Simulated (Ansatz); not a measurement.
AlH5OSn, SMILES [OH][SnH2][AlH2], energies of removing a hydrogen

Run with the Python package of Ansatz (0.2.0).

`run_bde.py`
```python
# -*- coding: utf-8 -*-
"""Cost of removing each kind of hydrogen from AlH5OSn, fragments frozen."""

import ansatz as az


def total_energy(molecule, charge=0, unpaired=0):
    calc = (
        molecule.calculation()
        .basis(gaussian="def2-SVPD")
        .functional("hf")
    )
    if charge:
        calc = calc.charge(charge)
    if unpaired:
        calc = calc.spin("collinear", total=unpaired)
    return calc.run(threads=1, backend="cpu").report["free_energy_ev"]

def without(molecule, index):
    rest = az.Crystal.molecule()
    for i, site in enumerate(molecule.cartesian_sites):
        if i != index:
            rest = rest.atom(site.symbol, site.position_ang)
    return rest

geometry_ang = [
    ("O", (-2.0395, 0.4624, -0.6041)),
    ("Sn", (-0.2202, 0.9531, -0.1471)),
    ("Al", (1.003, -1.2314, 0.6253)),
    ("H", (-1.9347, -0.2335, -1.2594)),
    ("H", (0.5958, 1.6118, -1.567)),
    ("H", (-0.2052, 2.1498, 1.1474)),
    ("H", (0.2849, -2.6252, 0.6768)),
    ("H", (2.608, -1.1442, 1.0722)),
]
alh5osn = az.Crystal.molecule()
for symbol, xyz in geometry_ang:
    alh5osn = alh5osn.atom(symbol, xyz)

whole = total_energy(alh5osn, 0)
hydrogen = total_energy(az.Crystal.molecule().atom("H", (0, 0, 0)), 0, 1)
print(f"E(molecule) = {whole:.5f} eV, E(H) = {hydrogen:.5f} eV")
for index in [3, 5, 7]:
    radical = total_energy(without(alh5osn, index), 0, 1)
    print(f"H{index}: homolysis {23.060548 * (radical + hydrogen - whole):.1f} kcal/mol")
```

```console
$ python run_bde.py
E(molecule) = -14500.40492 eV, E(H) = -13.58606 eV
H3: homolysis 83.8 kcal/mol
H5: homolysis 54.7 kcal/mol
H7: homolysis 65.2 kcal/mol
```

Caveats:
- Total energies depend on the basis set; only differences at equal settings carry meaning.
- The geometry is a force-field or estimated start, not a minimum of this method, and the basis set is short of its limit. All parts are taken at fixed geometry, without zero-point energy.
- def2 sets replace the cores of elements past krypton by effective core potentials.
- Hartree-Fock leaves correlation out, so bond, atomisation and ionisation energies come out well too low.
- The spin-orbit lowering of heavy atoms is left out.
- Wall time of the script: 34 s on 1 thread of Arm Neoverse V1, with other jobs on the host, peak memory 0.44 GiB.
